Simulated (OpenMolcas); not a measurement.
# One shape, several levels: CH4F2OSi (SMILES C[Si](O)(F)F)

Aim: a comparison of 6 runs (HF/cc-pVDZ, B3LYP/6-31G*, M06-L/cc-pVDZ, PBE/cc-pVDZ, TPSS/cc-pVDZ, MP2/cc-pVDZ) of CH4F2OSi. 

The calculation is run with OpenMolcas 26.06.

## (1) The structure to begin with

The species is CH4F2OSi (9 atoms), meant as a singlet with charge 0. SMILES: `C[Si](O)(F)F`. Geometry: relaxed at PBE0-D4/def2-TZVP. This is one conformer, not always the lowest.

Bond lengths: C1–Si2 1.831 Å, Si2–O3 1.621 Å, Si2–F4 1.590 Å, Si2–F5 1.590 Å, C1–H6 1.092 Å, C1–H7 1.092 Å, C1–H8 1.092 Å, O3–H9 0.958 Å. Some angles: C1–Si2–O3 109.9°, C1–Si2–F4 111.2°, C1–Si2–F5 111.2°, O3–Si2–F4 110.0°, O3–Si2–F5 110.0°, F4–Si2–F5 104.6°, Si2–C1–H6 110.5°, Si2–C1–H7 110.5°, Si2–C1–H8 110.6°, Si2–O3–H9 119.7°.

## (2) Energy and forces at HF/cc-pVDZ (run 1)

The input, geom.xyz:

```xyz
9

C     -1.189400     0.338900    -0.162200
Si     0.580100    -0.130700    -0.192500
O      1.083400    -0.479900     1.308000
F      0.827400    -1.374000    -1.151900
F      1.471900     1.032700    -0.807900
H     -1.795500    -0.480100     0.229600
H     -1.342100     1.213300     0.473300
H     -1.540100     0.577500    -1.168100
H      1.992700    -0.743900     1.454700
```

The input, job.inp:

```
>>> EXPORT MOLCAS_PRINT=2

&gateway
 baslib = $CurrDir
 coord = geom.xyz
 basis = cc-pVDZ
 group = NoSym

&seward

&scf
 thresholds = 1e-10 1e-07 1e-07 1e-05
 prorbitals = 1 1

&alaska
```

The basis set cc-pVDZ is read from a file made from the Basis Set Exchange's data (not shown).

On the command line:

```console
$ export MOLCAS_MEM=1860
$ pymolcas job.inp > job.log
```

The log of the run:

```text
--- Start Module: gateway ---
[...]
--- Stop Module: gateway /rc=_RC_ALL_IS_WELL_ ---
[...]
      Basis functions           94
[...]
--- Start Module: scf ---
[...]
       Convergence after  13 Iterations
[...]
::    Total SCF energy                               -603.0699789345
[...]
      Total spin, S                                     0.0000000000
[...]
      Total electronic charge=   50.000000
      Total            charge=   -0.000000
[...]
      Dipole Moment (debye):
      Origin of the operator (angstrom)=    0.6149   -0.1345   -0.2311
                   X= -5.6119E-01               Y= -1.1177E-02               Z=  1.1326E+00           Total=  1.2641E+00
      Quadrupole Moment (debye*angstrom):
[...]
 *              Molecular gradients               *
 **************************************************
  Irreducible representation: a
 ------------------------------------------------------------------------------------------
                              X                       Y                       Z
 ------------------------------------------------------------------------------------------
  C1                6.19457363165843E-03   -1.82104487877233E-03    1.00221399780959E-03
  SI2               2.07469835052758E-02   -3.79610878006853E-03   -1.25735999699130E-02
  O3               -1.96291267769104E-02    7.31891939125573E-03   -1.44790629680323E-02
  F4               -4.98805341085351E-03    1.93538520807124E-02    1.49547739040941E-02
  F5               -1.48631260030179E-02   -1.75347852735612E-02    9.66923654872431E-03
  H6               -1.86530591243628E-04    2.38968180562349E-04   -7.32205743856351E-05
  H7               -2.90070164388423E-04   -5.37508288314115E-05   -9.04405697057520E-05
  H8                2.21877439769536E-04   -8.65499166353700E-05    1.70691029951264E-04
[...]
```

It took 14 s on 1 thread of Intel Xeon Platinum 8259CL at 2.50GHz (Skylake/Cascade Lake), shared host; peak memory 0.52 GiB.

## (3) Energy and gradient at B3LYP/6-31G(d) (Cartesian functions) (run 2)

The input, mol.inp:

```
&GATEWAY
 BasLib=$CurrDir
 Coord
 9
 angstrom
 C       -1.189400       0.338900      -0.162200
 Si       0.580100      -0.130700      -0.192500
 O        1.083400      -0.479900       1.308000
 F        0.827400      -1.374000      -1.151900
 F        1.471900       1.032700      -0.807900
 H       -1.795500      -0.480100       0.229600
 H       -1.342100       1.213300       0.473300
 H       -1.540100       0.577500      -1.168100
 H        1.992700      -0.743900       1.454700
 Basis=6-31Gs
 Group=NoSym

&SEWARD
 GridInput
 Grid=UltraFine
 End of Grid

&SCF
 KSDFT=B3LYP
 Thresholds=1e-10 1e-07 1e-07 1e-05
 PrOrbitals=0

&ALASKA
```

The basis set 6-31G* is read from a file made from the Basis Set Exchange's data (not shown).

On the command line:

```console
$ export MOLCAS_MEM=1860
$ pymolcas mol.inp > mol.log
```

The log of the run:

```text
--- Start Module: gateway ---
[...]
--- Stop Module: gateway /rc=_RC_ALL_IS_WELL_ ---
[...]
      Basis functions           87
[...]
--- Start Module: scf ---
[...]
       Convergence after  13 Iterations
[...]
::    Total KS-DFT energy                            -605.1029368834
[...]
      Total spin, S                                     0.0000000000
[...]
      Total electronic charge=   50.000000
      Total            charge=   -0.000000
[...]
      Dipole Moment (debye):
      Origin of the operator (angstrom)=    0.6149   -0.1345   -0.2311
                   X= -2.9448E-01               Y= -4.9202E-02               Z=  8.9917E-01           Total=  9.4744E-01
      Quadrupole Moment (debye*angstrom):
[...]
 *              Molecular gradients               *
 **************************************************
  Irreducible representation: a
 ------------------------------------------------------------------------------------------
                              X                       Y                       Z
 ------------------------------------------------------------------------------------------
  C1                2.72368930473021E-03   -6.72281446205236E-04   -5.15184770684352E-04
  SI2               5.07098817012341E-03   -1.48714333454714E-03    6.46300207741479E-04
  O3                4.80123795390286E-03    4.55483008811264E-04   -1.21510524627730E-02
  F4               -1.75566842841679E-03    1.05043965377263E-02    7.93313340973256E-03
  F5               -7.22446830125456E-03   -9.92678504573519E-03    5.00024989014847E-03
  H6                1.86340815201458E-03    1.03808302540020E-03   -6.91506348601489E-04
  H7                1.14269853458770E-03   -1.56246355295719E-03   -1.04194084955145E-03
  H8                1.37931049208850E-03   -5.98749026417433E-04    1.58000331616748E-03
[...]
```

Wall time 50 s (1 thread of Intel Xeon Platinum 8259CL at 2.50GHz (Skylake/Cascade Lake), shared host); peak memory 0.48 GiB.

Run 3 isn't shown in full; the table further down has it.

## (4) Energy and gradient at PBE/cc-pVDZ (run 4)

The input, job.input:

```
>>> EXPORT MOLCAS_PRINT=2

&GATEWAY
 BasLib=$CurrDir
 Coord
 9
 angstrom
 C       -1.189400       0.338900      -0.162200
 Si       0.580100      -0.130700      -0.192500
 O        1.083400      -0.479900       1.308000
 F        0.827400      -1.374000      -1.151900
 F        1.471900       1.032700      -0.807900
 H       -1.795500      -0.480100       0.229600
 H       -1.342100       1.213300       0.473300
 H       -1.540100       0.577500      -1.168100
 H        1.992700      -0.743900       1.454700
 Basis=cc-pVDZ
 Group=NoSym

&SEWARD
 GridInput
 Grid=UltraFine
 End of Grid

&SCF
 KSDFT=PBE
 Thresholds=1e-10 1e-07 1e-07 1e-05
 PrOrbitals=1 2

&ALASKA
```

The basis set cc-pVDZ is read from a file made from the Basis Set Exchange's data (not shown).

On the command line:

```console
$ export MOLCAS_MEM=1860
$ pymolcas job.input > job.log
```

The log of the run:

```text
--- Start Module: gateway ---
[...]
--- Stop Module: gateway /rc=_RC_ALL_IS_WELL_ ---
[...]
      Basis functions           94
[...]
--- Start Module: scf ---
[...]
       Convergence after  14 Iterations
[...]
::    Total KS-DFT energy                            -604.6156163155
[...]
      Total spin, S                                     0.0000000000
[...]
      Total electronic charge=   50.000000
      Total            charge=   -0.000000
[...]
      Dipole Moment (debye):
      Origin of the operator (angstrom)=    0.6149   -0.1345   -0.2311
                   X= -4.4708E-01               Y= -2.6977E-02               Z=  1.0292E+00           Total=  1.1225E+00
      Quadrupole Moment (debye*angstrom):
[...]
 *              Molecular gradients               *
 **************************************************
  Irreducible representation: a
 ------------------------------------------------------------------------------------------
                              X                       Y                       Z
 ------------------------------------------------------------------------------------------
  C1               -9.04058737400959E-04    3.07577178118468E-04   -6.04016489745091E-04
  SI2               3.18428426673458E-02   -6.54947366029268E-03   -1.41007212044810E-02
  O3                5.70909043834897E-03    2.93137489123296E-03   -3.11524611214935E-02
  F4               -6.88095948105216E-03    3.67799659320980E-02    2.86625324706549E-02
  F5               -2.60124327698037E-02   -3.46796466814041E-02    1.84357764755703E-02
  H6                5.99599231884484E-03    7.95070012721633E-03   -3.79925699405570E-03
  H7                1.56470971052958E-03   -8.51071863295605E-03   -6.14477608478703E-03
  H8                3.21020069474764E-03   -2.26187772298547E-03    9.73350759347280E-03
[...]
```

Wall time 57 s (1 thread of Intel Xeon Platinum 8259CL at 2.50GHz (Skylake/Cascade Lake), shared host); peak memory 0.52 GiB.

Run 5 isn't shown in full; the table further down has it.

## (5) A single-point energy at MP2/cc-pVDZ (run 6)

The input, input.xyz:

```xyz
9

C     -1.189400     0.338900    -0.162200
Si     0.580100    -0.130700    -0.192500
O      1.083400    -0.479900     1.308000
F      0.827400    -1.374000    -1.151900
F      1.471900     1.032700    -0.807900
H     -1.795500    -0.480100     0.229600
H     -1.342100     1.213300     0.473300
H     -1.540100     0.577500    -1.168100
H      1.992700    -0.743900     1.454700
```

The input, mol.input:

```
&GATEWAY
 BasLib
 $CurrDir
 Coord
 input.xyz
 Basis
 cc-pVDZ
 Group
 NoSym

&SEWARD

&SCF
 Thresholds
 1e-10 1e-07 1e-07 1e-05
 PrOrbitals
 1 2

&MBPT2
 Frozen
 9
```

The basis set cc-pVDZ is read from a file made from the Basis Set Exchange's data (not shown).

On the command line:

```console
$ export MOLCAS_MEM=1860
$ pymolcas mol.input > mol.log
```

The log of the run:

```text
--- Start Module: gateway ---
[...]
--- Stop Module: gateway /rc=_RC_ALL_IS_WELL_ ---
[...]
      Basis functions           94
[...]
--- Start Module: scf ---
[...]
       Convergence after  13 Iterations
[...]
::    Total SCF energy                               -603.0699789345
[...]
      Total spin, S                                     0.0000000000
[...]
      Total electronic charge=   50.000000
      Total            charge=   -0.000000
[...]
      Dipole Moment (debye):
      Origin of the operator (angstrom)=    0.6149   -0.1345   -0.2311
                   X= -5.6119E-01               Y= -1.1177E-02               Z=  1.1326E+00           Total=  1.2641E+00
      Quadrupole Moment (debye*angstrom):
[...]
--- Stop Module: scf /rc=_RC_ALL_IS_WELL_ ---
[...]
--- Start Module: mbpt2 ---
[...]
WARNING!
Default frozen orbitals as non valence orbitals is overwritten by user input.
Default values:   6
[...]
       Reference weight ( Cref**2 )         =        0.83155
::    Total MBPT2 energy                             -603.8654606031
[...]
      Total MBPT2 calculations                           0.46      0.54
--- Stop Module: mbpt2 /rc=_RC_ALL_IS_WELL_ ---
[...]
```

Wall time 11 s (1 thread of Intel Xeon Platinum 8259CL at 2.50GHz (Skylake/Cascade Lake), shared host); peak memory 0.52 GiB.

## (6) Overview of the runs

```
run                               level  Cartesian functions  integration grid  energy (Eh)  dipole moment (D) of the reference  HOMO energy (eV)  LUMO energy (eV)  wall time
  1                          HF/cc-pVDZ                   no                 –  -603.069979                                1.26            -13.70              4.51       14 s
  2  B3LYP/6-31G* (Cartesian functions)                  yes         UltraFine  -605.102937                                0.95             -9.33              1.11       50 s
  3                       M06-L/cc-pVDZ                   no         UltraFine  -605.062832                                1.18             -8.26              1.08       72 s
  4                         PBE/cc-pVDZ                   no         UltraFine  -604.615616                                1.12             -7.78              0.38       57 s
  5                        TPSS/cc-pVDZ                   no         UltraFine  -605.143354                                1.10             -7.94              0.61       78 s
  6                         MP2/cc-pVDZ                   no                 –  -603.865461                                1.26            -13.70              4.51       11 s
```

## (7) Summary of results

```
                                          quantity          value
                               run 6: total energy  -603.86546 Eh
         run 6: dipole moment (mean-field density)         1.26 D
        run 6: HOMO energy (Hartree–Fock orbitals)      -13.70 eV
        run 6: LUMO energy (Hartree–Fock orbitals)        4.51 eV
      run 6: HOMO–LUMO gap (Hartree–Fock orbitals)       18.21 eV
run 6: correlation energy (9 core orbitals frozen)     -795.5 mEh
```

What this shows: Over runs 1, 2, 3, 4, 5 the dipole moment (its size) runs from 0.95 D (B3LYP/6-31G*) to 1.26 D (HF/cc-pVDZ). The two ends differ in method and basis. Over runs 1, 2, 3, 4, 5 the HOMO–LUMO gap runs from 8.16 eV (PBE/cc-pVDZ) to 18.21 eV (HF/cc-pVDZ). Exact exchange widens orbital gaps. Totals of different functionals can't be ranked against each other. All runs together took 4.7 min, the longest 78 s.
